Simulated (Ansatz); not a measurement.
**C₄H₁₂Ge: one species, many methods**

How much do the methods differ for C₄H₁₂Ge? The plan is to run it at one geometry with functionals of several rungs and with coupled cluster. The yardstick is the atomisation energy at the CCSD(T) limit.

Computed with Ansatz 0.2.0, Gaussian basis. Level: functionals in def2-TZVPP, the program's frozen cores in correlated methods.

The runs, in order: LDA (SPW92), PBE-D4, revPBE-D4, BLYP-D4, r2SCAN-D4, B97M-V, PBE0-D4, B3LYP-D4, r2SCANh-D4, r2SCAN0-D4, HSE06-D4, BHLYP-D4, CAM-B3LYP-D4, LC-ωPBE, ωB97X-V, ωB97M-V, B2PLYP, PBE-QIDH; CCSD(T)/def2-SVP; CCSD(T)/def2-TZVPP; MP2/def2-QZVPP; extrapolation to the limit; RPA on PBE.

## 1. Structure used throughout

The geometry comes from an earlier relaxation with PBE0-D4 in a triple-zeta def2 set; it is a stationary point, not always the lowest conformer.

SMILES `[CH3][Ge]([CH3])([CH3])[CH3]`, 17 atoms, charge 0, spin multiplicity 1.

Atoms are counted from 1 here; the program's logs count them from 0.

Bond lengths: C1–Ge2 1.959 Å, C1–H6 1.092 Å, C1–H7 1.092 Å, C1–H8 1.092 Å, Ge2–C3 1.959 Å, Ge2–C4 1.959 Å, Ge2–C5 1.959 Å, C3–H9 1.092 Å, C3–H10 1.092 Å, C3–H11 1.092 Å, C4–H12 1.092 Å, C4–H13 1.092 Å, C4–H14 1.092 Å, C5–H15 1.092 Å, C5–H16 1.092 Å, C5–H17 1.092 Å. Angles: Ge2–C1–H6 110.7°, Ge2–C1–H7 110.7°, Ge2–C1–H8 110.7°, H6–C1–H7 108.3°, H6–C1–H8 108.3°, H7–C1–H8 108.3°, C1–Ge2–C3 109.5°, C1–Ge2–C4 109.5°, C1–Ge2–C5 109.5°, C3–Ge2–C4 109.5°, C3–Ge2–C5 109.5°, C4–Ge2–C5 109.5°, Ge2–C3–H9 110.7°, Ge2–C3–H10 110.7°, Ge2–C3–H11 110.7°, H9–C3–H10 108.3°, H9–C3–H11 108.3°, H10–C3–H11 108.3° and more.

## 2. LDA

This LDA is Slater exchange with PW92 correlation.

in.yaml

```yaml
crystal:
  periodic: [false, false, false]
  atoms:
    - {symbol: C, position_ang: [-0.368674, 0.718124, -1.782430]}
    - {symbol: Ge, position_ang: [-0.001113, -0.000034, 0.002356]}
    - {symbol: C, position_ang: [1.898794, 0.228999, 0.419736]}
    - {symbol: C, position_ang: [-0.454039, -1.905108, 0.045564]}
    - {symbol: C, position_ang: [-1.080566, 0.957863, 1.326563]}
    - {symbol: H, position_ang: [-0.124740, 1.781440, -1.827636]}
    - {symbol: H, position_ang: [0.225680, 0.198549, -2.536732]}
    - {symbol: H, position_ang: [-1.423847, 0.598236, -2.036256]}
    - {symbol: H, position_ang: [2.125240, -0.164382, 1.412793]}
    - {symbol: H, position_ang: [2.173054, 1.285680, 0.399775]}
    - {symbol: H, position_ang: [2.519357, -0.299168, -0.306990]}
    - {symbol: H, position_ang: [-0.253470, -2.326577, 1.032642]}
    - {symbol: H, position_ang: [0.135400, -2.458069, -0.688589]}
    - {symbol: H, position_ang: [-1.511395, -2.054989, -0.181874]}
    - {symbol: H, position_ang: [-2.144965, 0.842594, 1.112181]}
    - {symbol: H, position_ang: [-0.890216, 0.572658, 2.330341]}
    - {symbol: H, position_ang: [-0.843597, 2.023682, 1.318655]}
basis:
  gaussian: {orbitals: def2-TZVPP}
hamiltonian: {xc: lda}
output: {orbitals: {seedname: orbitals}}
```

On the command line:

```bash
$ ansatz run in.yaml --threads 2 --pin off --events-out ev --progress --plain --max-ram 22528MiB --backend cuda --devices 0, --max-vram 18GiB
```

After this run come: PBE-D4 (GGA); revPBE-D4 (GGA); BLYP-D4 (GGA); r2SCAN-D4 (meta-GGA); B97M-V (meta-GGA); PBE0-D4 (hybrid); B3LYP-D4 (hybrid); r2SCANh-D4 (hybrid); r2SCAN0-D4 (hybrid); HSE06-D4 (hybrid); BHLYP-D4 (hybrid); CAM-B3LYP-D4 (range-separated); LC-ωPBE (range-separated); ωB97X-V (range-separated); ωB97M-V (range-separated); B2PLYP (double hybrid); PBE-QIDH (double hybrid); CCSD(T) in def2-SVP; CCSD(T) in def2-TZVPP; MP2 in def2-QZVPP; RPA on PBE orbitals.

Before running them: what should the planned runs give, taken together? Wanted: atomisation energy, CCSD(T)/CBS; farthest beyond LDA; mean size of error, GGA; mean size of error, meta-GGA; mean size of error, hybrid; mean size of error, range-separated; mean size of error, double hybrid; gap, smallest and largest; T1 diagnostic.

As calculated:

| quantity | value |
| --- | --- |
| atomisation energy, CCSD(T)/CBS | 6303.5 kJ/mol |
| functionals within 63.0 kJ/mol (1.0 %) | PBE-D4, r2SCAN-D4, B97M-V, PBE0-D4, B3LYP-D4, r2SCANh-D4, r2SCAN0-D4, HSE06-D4, CAM-B3LYP-D4, LC-ωPBE, ωB97X-V, ωB97M-V, PBE-QIDH |
| farthest beyond LDA | BHLYP-D4 (-123.0 kJ/mol) |
| mean size of error, GGA | 63.1 kJ/mol |
| mean size of error, meta-GGA | 1.8 kJ/mol |
| mean size of error, hybrid | 33.4 kJ/mol |
| mean size of error, range-separated | 13.4 kJ/mol |
| mean size of error, double hybrid | 46.6 kJ/mol |
| gap, smallest and largest | 6.77 eV (BLYP-D4), 13.67 eV (LC-ωPBE) |
| T1 diagnostic | 0.0091 |
| triples share of the correlation energy | 3.6 % |

**Reading.** LDA overbinds by 744.5 kJ/mol (12 %). PBE-D4 misses by +44.7 kJ/mol. Double hybrids carry the basis error of their MP2 part in triple zeta, and no dispersion term here, so their miss is partly the set-up's. The rungs meta-GGA, range-separated, hybrid, double hybrid miss on average by less than the doubt on the reference (63.0 kJ/mol), so they tie. Misses under about 63.0 kJ/mol are within the doubt on the reference itself, which lacks core-valence correlation, relativity and higher excitations, and its outer-core shells are covered unevenly. Hartree-Fock recovers 76 % of the binding; the rest is correlation. CCSD(T) in def2-SVP is off by -287.6 kJ/mol, so the small basis spoils what the method gains. The gap grows from 6.8 to 13.7 eV across the functionals, mostly with the share of exact exchange. Correlated methods include outer-core shells of Ge, which these sets cover unevenly.
